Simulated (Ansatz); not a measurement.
# Al4P: the cost of one run

Program: Ansatz 0.2.0. Level of theory: DFT PBE, scalar-relativistic, plane waves, PAW. These are calculated values, not measurements.

1 further run of the same task is left out (it didn't finish).

## (1) The starting structure

The structure is tetragonal, space group I4/mmm (No. 139). Conventional cell: a = 4.192 Å, b = 4.192 Å, c = 8.208 Å, α = 90.00°, β = 90.00°, γ = 90.00°. Al (site symmetry 4mm) has 1 P at 1.95 Å as nearest neighbours. Around Al (site symmetry mmm) lie 2 P at 2.10 Å. Around P (site symmetry 4/mmm) lie 6 Al at 1.95 to 2.10 Å.

Coordinates:

```
Al P
1.0
    -2.09607    2.09607    4.10415
     2.09607   -2.09607    4.10415
     2.09607    2.09607   -4.10415
Al P
4 1
Direct
  0.23700 0.23700 0.00000
  0.76300 0.76300 0.00000
  0.50000 0.00000 0.50000
  0.00000 0.50000 0.50000
  0.00000 0.00000 0.00000
```

A structure generator made this guess: species swapped into a database cell of SnF4 (I4/mmm, No. 139), with P on the Sn sites and Al on the F sites. The dimensions are guesses.

## (2) A first look at the guess

input.yaml reads:

```yaml
crystal:
  lattice:
    - [-2.09606635, 2.09606635, 4.10414938]
    - [2.09606635, -2.09606635, 4.10414938]
    - [2.09606635, 2.09606635, -4.10414938]
  atoms:
    - { symbol: Al, position: [0.237, 0.237, 0.0] }
    - { symbol: Al, position: [0.763, 0.763, 0.0] }
    - { symbol: Al, position: [0.5, 0.0, 0.5] }
    - { symbol: Al, position: [0.0, 0.5, 0.5] }
    - { symbol: P, position: [0.0, 0.0, 0.0] }
basis:
  ecutwfc: 420
kpoints:
  mp_grid: { grid: [6, 6, 6] }
hamiltonian:
  xc: pbe
scf:
  occupations: { method: gaussian, width: 0.1 }
  lower_state_search: "off"
output:
  forces: true
  stress: true
  eigenvalues: true
```

On the command line:

```bash
ansatz run input.yaml --threads 1 --pin off --max-ram 2560MiB --backend cpu --events-out ev --progress --plain --runs-dir out
```

Q: Estimate wall time and peak memory on 1 thread of Arm Neoverse V2, shared host.

About 2.1 s, with a peak of 0.33 GiB.
